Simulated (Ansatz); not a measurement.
# C₃H₈O₂Sn: a ladder of functionals and wavefunction methods

The task here is to estimate one member of a computed series from the others.

Computed with Ansatz 0.2.0, Gaussian basis. Level: functionals in def2-TZVPP, the program's frozen cores in correlated methods.

Plan: LDA (SPW92), PBE-D4, revPBE-D4, BLYP-D4, r2SCAN-D4, B97M-V, PBE0-D4, B3LYP-D4, r2SCANh-D4, r2SCAN0-D4, HSE06-D4, BHLYP-D4, CAM-B3LYP-D4, LC-ωPBE, ωB97X-V, ωB97M-V, B2PLYP, PBE-QIDH; CCSD(T)/def2-SVP; MP2/def2-TZVPP; MP2/def2-QZVPP; RPA on PBE.

## Structure used throughout

All runs share one geometry, relaxed beforehand with PBE0-D4 in a triple-zeta def2 set. Sn takes the def2 core potential; no spin-orbit term is included.

SMILES `CC(C)[O][Sn][OH]`, 14 atoms, charge 0, spin multiplicity 1.

Atoms are counted from 1 here; the program's logs count them from 0.

Bond lengths: C1–C2 1.519 Å, C1–H7 1.093 Å, C1–H8 1.093 Å, C1–H9 1.093 Å, C2–C3 1.516 Å, C2–O4 1.408 Å, C2–H10 1.104 Å, C3–H11 1.093 Å, C3–H12 1.091 Å, C3–H13 1.093 Å, O4–Sn5 1.980 Å, Sn5–O6 1.982 Å, O6–H14 0.961 Å. Angles: C2–C1–H7 109.8°, C2–C1–H8 111.2°, C2–C1–H9 110.9°, H7–C1–H8 108.5°, H7–C1–H9 108.2°, H8–C1–H9 108.2°, C1–C2–C3 111.9°, C1–C2–O4 110.2°, C1–C2–H10 108.3°, C3–C2–O4 108.5°, C3–C2–H10 107.7°, O4–C2–H10 110.2°, C2–C3–H11 109.9°, C2–C3–H12 110.4°, C2–C3–H13 111.1°, H11–C3–H12 108.2°, H11–C3–H13 108.6°, H12–C3–H13 108.6° and more.

The first run:

The input, in.yaml:

```yaml
crystal:
  periodic: [false, false, false]
  atoms:
    - {symbol: C, position_ang: [0.575899, -0.088726, 1.213655]}
    - {symbol: C, position_ang: [-0.050204, -0.231951, -0.162915]}
    - {symbol: C, position_ang: [-0.175057, -1.685133, -0.578066]}
    - {symbol: O, position_ang: [-1.333099, 0.348601, -0.177371]}
    - {symbol: Sn, position_ang: [-1.847829, 2.231014, -0.514076]}
    - {symbol: O, position_ang: [-0.048128, 3.012515, -0.792735]}
    - {symbol: H, position_ang: [-0.058600, -0.571359, 1.961210]}
    - {symbol: H, position_ang: [1.565782, -0.551139, 1.247368]}
    - {symbol: H, position_ang: [0.682266, 0.964726, 1.486015]}
    - {symbol: H, position_ang: [0.604538, 0.270653, -0.895799]}
    - {symbol: H, position_ang: [-0.810400, -2.221345, 0.131220]}
    - {symbol: H, position_ang: [-0.629618, -1.760279, -1.567478]}
    - {symbol: H, position_ang: [0.803757, -2.170808, -0.606641]}
    - {symbol: H, position_ang: [0.707692, 2.424130, -0.715685]}
basis:
  gaussian: {orbitals: def2-TZVPP}
hamiltonian: {xc: lda}
output: {orbitals: {seedname: orbitals}}
```

On the command line:

```sh
> ansatz run in.yaml --threads 4 --pin off --events-out ev --progress --plain --max-ram 11315MiB
```

Steps of the session up to this table: LDA; PBE-D4 (GGA); revPBE-D4 (GGA); BLYP-D4 (GGA); r2SCAN-D4 (meta-GGA); B97M-V (meta-GGA); B3LYP-D4 (hybrid); r2SCANh-D4 (hybrid); r2SCAN0-D4 (hybrid); HSE06-D4 (hybrid); BHLYP-D4 (hybrid); CAM-B3LYP-D4 (range-separated); LC-ωPBE (range-separated); ωB97X-V (range-separated); ωB97M-V (range-separated); B2PLYP (double hybrid); PBE-QIDH (double hybrid).

One table of the session follows, with a row left open; its other results are not shown here.

It belongs to the step «Frontier levels by functional». 

```
  functional  HOMO (eV)  LUMO (eV)  gap (eV)
 LDA (SPW92)      -6.50      -2.80      3.70
      PBE-D4          ?          ?         ?
   revPBE-D4      -6.21      -2.47      3.74
     BLYP-D4      -6.18      -2.51      3.67
   r2SCAN-D4      -6.59      -2.49      4.10
      B97M-V      -6.59      -2.54      4.04
     PBE0-D4      -7.57      -1.91      5.66
    B3LYP-D4      -7.40      -2.15      5.25
  r2SCANh-D4      -7.08      -2.24      4.84
  r2SCAN0-D4      -7.77      -1.87      5.90
    HSE06-D4      -7.17      -2.27      4.90
    BHLYP-D4      -8.65      -1.25      7.40
CAM-B3LYP-D4      -8.92      -1.02      7.90
     LC-ωPBE     -10.12       0.08     10.20
     ωB97X-V      -9.84      -0.04      9.80
     ωB97M-V      -9.79      -0.21      9.58
```

Q: Estimate the row for PBE-D4 from the others.

The run gave: HOMO (eV): -6.29; LUMO (eV): -2.56; gap (eV): 3.73. In the column «HOMO (eV)» it lies between LDA (SPW92) (-6.50) and revPBE-D4 (-6.21).
